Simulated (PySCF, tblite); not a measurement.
# C₇H₁₅OP: geometry, infrared bands and NMR shifts

What infrared bands and NMR shifts should C₇H₁₅OP (`CP1(=O)CCCCCC1`) show?

The runs use tblite 0.8.0 and PySCF 2.14.0, with density-fitted response routines of our own; the level of theory stands in each step. All values are computed, except where a source is named. Atoms count from 0, in the outputs and in this text.

## 1. The starting structure

24 atoms, charge 0, multiplicity 1; geometry from: force field or distance geometry start.

Bonds of the start (Å): C0–P1 1.80, P1–O2 1.51, P1–C3 1.79, C3–C4 1.52, C4–C5 1.54, C5–C6 1.53, C6–C7 1.53, C7–C8 1.52, C8–P1 1.78, C0–H9 1.09, C0–H10 1.09, C0–H11 1.09, C3–H12 1.10, C3–H13 1.09, C4–H14 1.11, C4–H15 1.10, C5–H16 1.09, C5–H17 1.09, C6–H18 1.11, C6–H19 1.09, C7–H20 1.10, C7–H21 1.10, C8–H22 1.09, C8–H23 1.10.

## 2. Optimising the geometry with GFN2-xTB

Job settings and geometry (Å):

```
{"job": {"kind": "relax", "xc": "GFN2-xTB", "basis": "xTB"}, "charge": 0, "multiplicity": 1}
C      2.899200    -0.419700     0.169300
P      1.170400    -0.139300     0.566600
O      0.936300    -0.111300     2.059200
C      0.733000     1.373300    -0.281500
C     -0.703400     1.827800    -0.080200
C     -1.762400     0.823000    -0.562100
C     -1.972500    -0.335100     0.408100
C     -1.166100    -1.605900     0.136700
C      0.282100    -1.425200    -0.284300
H      3.031300    -0.442500    -0.909200
H      3.510000     0.380700     0.580100
H      3.230900    -1.372100     0.585500
H      1.398400     2.160300     0.089200
H      0.943000     1.241000    -1.345300
H     -0.837100     2.768000    -0.652700
H     -0.877000     2.081000     0.978000
H     -1.537300     0.468100    -1.568100
H     -2.707900     1.365800    -0.627300
H     -1.787300    -0.003600     1.446400
H     -3.029900    -0.614900     0.392100
H     -1.204500    -2.220300     1.044200
H     -1.682300    -2.192700    -0.642600
H      0.806900    -2.367200    -0.133200
H      0.314500    -1.219400    -1.361300
```

Run with:

```
OMP_NUM_THREADS=1 python probes_run.py task.json out
```

This one command runs all jobs of the session in turn.

**Question.** This job is followed by: GFN2-xTB harmonic vibrations, gas phase; GIAO PBE0/pcSseg-1 NMR shielding, non-relativistic, gas phase. What will the session give for the following? strongest single infrared mode (GFN2-xTB); zero-point energy (GFN2-xTB); 13C shifts against TMS (PBE0/pcSseg-1, means over atoms taken as alike); 1H shifts against TMS (PBE0/pcSseg-1, means over atoms taken as alike); 31P shifts against H3PO4 (PBE0/pcSseg-1); 17O shifts against H2O (PBE0/pcSseg-1); surface potential, 1st and 99th percentile.

The runs gave:

| quantity | value |
| --- | --- |
| strongest single infrared mode (GFN2-xTB) | 1254 cm⁻¹, 129 km/mol |
| zero-point energy (GFN2-xTB) | 131.2 kcal/mol |
| 13C shifts against TMS (PBE0/pcSseg-1, means over atoms taken as alike) | 35.8, 30.3, 26.7, 21.1 ppm |
| 1H shifts against TMS (PBE0/pcSseg-1, means over atoms taken as alike) | 2.20, 1.91, 1.89, 1.77, 1.40, 1.19, 1.13 ppm |
| 31P shifts against H3PO4 (PBE0/pcSseg-1) | 10.8 ppm |
| 17O shifts against H2O (PBE0/pcSseg-1) | 102.1 ppm |
| surface potential, 1st and 99th percentile | -2.35 V and 1.05 V |

Over 53 steps the energy fell by 0.216 eV; of the close pairs, P1–C8 changed most, 1.780 to 1.844 Å. All 66 modes are real, so the xTB geometry is a minimum. The strongest single mode, at 1254 cm⁻¹, is spread over many atoms; the largest shares are those of O2, P1. GFN2-xTB is a fitted tight-binding method: band positions and strengths are rough. Its intensities can rank the bands wrongly. At PBE0/pcSseg-1: Shielding is most anisotropic at P1 (span 228 ppm, paramagnetic term -657 ppm).
